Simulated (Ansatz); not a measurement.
Consider a ladder of basis sets of CH₃CuO, SMILES C[O][Cu] (the Ansatz DFT code, driven from Python).

The script reads `ch3cuo.xyz`:
```text
6

C     0.54140   -0.20260   -0.00640
O    -0.17840    0.94420   -0.54490
Cu   -2.40700    0.52750    0.16380
H     0.13270   -1.07670   -0.44350
H     1.57100   -0.10670   -0.29960
H     0.38240   -0.14970    1.08430
```

The script, `ch3cuo.py`:
```python
# -*- coding: utf-8 -*-
import warnings

import ansatz as az

warnings.simplefilter("ignore", az.DeckWarning)

ch3cuo = az.Crystal.molecule_from_extxyz("ch3cuo.xyz")

base = ch3cuo.calculation().functional("hf")

energies = {}
for basis in ["STO-3G", "6-31G", "6-31G*", "def2-SVP", "def2-SVPD", "def2-TZVP", "def2-TZVPP"]:
    r = base.basis(gaussian=basis).run().report
    size = r["n_frozen"] + r["n_occupied"][0] + r["n_virtual"][0]
    energies[basis] = (r["reference_energy_ev"] / 27.211386246, r["free_energy_ev"] / 27.211386246)
    print(f"{basis:14s} {size:4d} orbitals  reference {energies[basis][0]:14.6f} Ha  total {energies[basis][1]:14.6f} Ha")

last = energies["def2-TZVPP"][1]
for basis, (_, total) in energies.items():
    print(f"{basis:14s} lies {27.211386 * (total - last):9.4f} eV above def2-TZVPP")
```

How far does the total energy move along this ladder of basis sets?

Against STO-3G: 6-31G -19722.0 mHa, 6-31G* -19762.2 mHa, def2-SVP -19773.7 mHa, def2-SVPD -19795.2 mHa, def2-TZVP -20146.7 mHa and def2-TZVPP -20149.3 mHa. The last step alone is -2.58 mHa (these two sets differ little on atoms other than hydrogen).

What the script printed:

```console
$ python ch3cuo.py
STO-3G           31 orbitals  reference   -1733.224817 Ha  total   -1733.224817 Ha
6-31G            53 orbitals  reference   -1752.946802 Ha  total   -1752.946802 Ha
6-31G*           72 orbitals  reference   -1752.987048 Ha  total   -1752.987048 Ha
def2-SVP         74 orbitals  reference   -1752.998507 Ha  total   -1752.998507 Ha
def2-SVPD       101 orbitals  reference   -1753.020005 Ha  total   -1753.020005 Ha
def2-TZVP       125 orbitals  reference   -1753.371492 Ha  total   -1753.371492 Ha
def2-TZVPP      168 orbitals  reference   -1753.374073 Ha  total   -1753.374073 Ha
STO-3G         lies  548.2892 eV above def2-TZVPP
6-31G          lies   11.6267 eV above def2-TZVPP
6-31G*         lies   10.5315 eV above def2-TZVPP
def2-SVP       lies   10.2197 eV above def2-TZVPP
def2-SVPD      lies    9.6347 eV above def2-TZVPP
def2-TZVP      lies    0.0702 eV above def2-TZVPP
def2-TZVPP     lies    0.0000 eV above def2-TZVPP
```

Caveats:
- The drop along the ladder measures the basis error, and is no property of the molecule.
- The geometry is a force-field or estimated start, not a minimum of this method, and the last set is no limit. Much of the fall in a total is atomic energy, which cancels in bond and reaction energies.
- Totals across families of basis sets mostly measure their core functions.
- Hardware and time: 4.4 s on 1 thread of Intel(R) Xeon(R) 6975P-C (Granite Rapids), with other jobs on the host, peak memory 0.33 GiB.
